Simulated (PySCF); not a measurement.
# InGe+: bond curves at several levels of theory

An exercise on one series of results from a longer session: the logs are not shown, and one member is left open.

Method: In cc-pVDZ-PP with ECP28, Ge cc-pVDZ-PP with ECP10, scalar-relativistic core potentials; program: PySCF 2.14.0.

Set-up of the first run:

The job is set up so:

| Property | Result |
| --- | --- |
| atoms | In, Ge |
| charge | 1 |
| basis | In cc-pVDZ-PP with ECP28, Ge cc-pVDZ-PP with ECP10 |
| Hamiltonian | scalar-relativistic core potentials |
| basis functions | 46 |
| electrons treated | 42 |
| masses in u | 114.9039, 73.9212 |
| levels | PBE0, PBE, r²SCAN, PBEsol, MN15, TPSSh, HF, MP2, SCS-MP2, CCSD, CCSD(T) |
| grid | 80 radial by 434 angular points |
| occupations | held fixed by the projection of orbital angular momentum |
| dissociation limit | In+ + Ge, each in its ground configuration |
| starting distance in angstrom | 2.650 |
| values of 2S to try | 0, 2 |

Command:

```console
$ OMP_NUM_THREADS=1 python dia.py task.json out
```

Among the steps run: Set-up; The PBE0 curve of the state that the search chose; Excited determinants; PBE (GGA); r²SCAN (meta-GGA); PBEsol (GGA); MN15 (hybrid meta-GGA); TPSSh; UHF (mean field); Adding correlation.

One table of the session follows, with a row left open; its other results are not shown here.

```
      level  Re (Å)  ωe (cm⁻¹)  De (eV)
        UHF   3.356       71.7    0.418
    UHF-MP2   3.193       85.8     0.58
UHF-SCS-MP2   3.241       80.6     0.52
   UHF-CCSD   3.213       85.5     0.56
UHF-CCSD(T)   3.187       88.4     0.59
        PBE   3.138       92.6     0.93
     PBEsol   3.061      100.7     1.02
     r²SCAN   3.097       95.2     0.87
      TPSSh   3.120       93.0     0.84
       PBE0   3.117       94.6     0.83
       MN15       ?          ?        ?
```

Estimate the missing values for MN15.

The run gave: Re (Å): 3.170; ωe (cm⁻¹): 92.5; De (eV): 0.90. In the column «Re (Å)» it lies between PBE (3.138) and UHF-CCSD(T) (3.187).

De is counted to In+ + Ge in their ground configurations.
